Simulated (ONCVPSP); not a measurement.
# An ONCV potential for Bi, from input to tests

Do these settings give a usable potential? It is generated, then checked for transferability, scattering, ghosts and hardness.

The numbers are computed with ONCVPSP 4.0.1 (LDA (Perdew-Wang 92), scalar-relativistic, spin-unpolarised reference atom).

### 1 Starting point

Typed settings, in words:

```
element                 : bismuth (Bi, Z = 83)
type                    : optimised norm-conserving Vanderbilt (ONCV)
frozen core             : [Xe] 4f14
valence charge          : 15
reference configuration : 5d10 6s2 6p3
partial waves           : 6s: rc 2.00 bohr, ncon 3, nbas 7, qcut 2.6 1/bohr, 1 projector; 6p: rc 2.20 bohr, ncon 4, nbas 7, qcut 3.4 1/bohr, 2 projectors, debl 0.9 Ha; 5d: rc 1.20 bohr, ncon 4, nbas 8, qcut 7.3 1/bohr, 2 projectors, debl 4 Ha
local potential         : polynomial inside 1.15 bohr (lpopt 5, dvloc0 -1 Ha)
core correction         : not asked for
```

The outer shells as boxes (Hund's rule for the drawing; the calculation is spin-unpolarised):

```
[Xe] core
4f [↑↓][↑↓][↑↓][↑↓][↑↓][↑↓][↑↓]
5d [↑↓][↑↓][↑↓][↑↓][↑↓]
6s [↑↓]
6p [↑ ][↑ ][↑ ]
```

The nodes and maxima of the atom's own shells, from an earlier all-electron run, set the scale for the radii.

All-electron outer shells of the reference configuration (LDA (PZ), scalar-relativistic, ld1.x):

```csv
shell,level (eV),outermost node (bohr),outermost maximum (bohr)
4f,-152.95,–,0.34
5p,-95.96,0.48,0.86
5d,-27.18,0.51,1.03
6s,-14.76,0.98,1.86
6p,-4.77,1.14,2.44
```

### 2 Generation

Input file Bi.dat:

```
# ATOM AND REFERENCE CONFIGURATION
# atsym  z   nc   nv     iexc    psfile
  Bi 83.00   12    3  -001012      upf
#
#   n    l    f
    1    0    2.00
    2    0    2.00
    2    1    6.00
    3    0    2.00
    3    1    6.00
    3    2   10.00
    4    0    2.00
    4    1    6.00
    4    2   10.00
    4    3   14.00
    5    0    2.00
    5    1    6.00
    5    2   10.00
    6    0    2.00
    6    1    3.00
#
# PSEUDOPOTENTIAL AND OPTIMIZATION
# lmax
    2
#
#   l,   rc,      ep,       ncon, nbas, qcut
    0    2.00    0.00    3    7    2.60
    1    2.20    0.00    4    7    3.40
    2    1.20    0.00    4    8    7.30
#
# LOCAL POTENTIAL
# lloc, lpopt,  rc(5),   dvloc0
    4    5    1.15   -1.00
#
# VANDERBILT-KLEINMAN-BYLANDER PROJECTORs
# l, nproj, debl
    0    1    1.30
    1    2    0.90
    2    2    4.00
#
# MODEL CORE CHARGE
# icmod, fcfact, rcfact
    0    0.00    0.00
#
# LOG DERIVATIVE ANALYSIS
# epsh1, epsh2, depsh
   -2.00    5.00    0.02
#
# OUTPUT GRID
# rlmax, drl
    6.00    0.01
#
# TEST CONFIGURATIONS
# ncnf
    4
# nvcnf
#   n    l    f
    3
    5    2   10.00
    6    0    2.00
    6    1    2.00
#
    3
    5    2   10.00
    6    0    2.00
    6    1    1.00
#
    3
    5    2   10.00
    6    0    2.00
    6    1    0.00
#
    3
    5    2    9.00
    6    0    2.00
    6    1    3.00
#
```

Run with:

```console
$ oncvpsp.x < Bi.dat > Bi.out
```

Q: Predict the outcome of this session. Wanted: cutoffs for 1 and 0.1 mHa per electron, occupied waves; bound ghosts; GHOST(+) flags; largest test error; largest phase difference near zero energy, channels read.

**Answer**, as computed:

| quantity | value |
| --- | --- |
| cutoffs for 1 and 0.1 mHa per electron, occupied waves | 31 Ha and 52 Ha |
| bound ghosts | s at -258.87 eV, p at -73.66 eV |
| GHOST(+) flags | s at 20 eV |
| largest test error (AE − PS) | -20 meV, for 5d9 6s2 6p3 |
| largest phase difference near zero energy, channels read | 0.060 rad |

In words: A bound ghost (s, p) makes it unfit for use: electrons can fall into a state that the atom doesn't have. The worst unpolarised test, 5d9 6s2 6p3, is off by 20 meV on 33.5 eV; by total energies transferability rates as good. Atomic tests can pass in spite of a ghost, since they solve only for the levels asked. By its cutoff, 31 Ha for the looser tolerance, it is of middling hardness. At the looser tolerance the 6s wave is the slowest; 5d needs 26 Ha. Near zero energy the largest phase difference among the channels read is 0.06 rad, in the s channel. The pseudo curves have a pole with no partner nearby in the atom's: s at 0.54 Ha. At positive energy that is a spurious or a displaced resonance. The program also flags highly localised states, GHOST(+) (s).
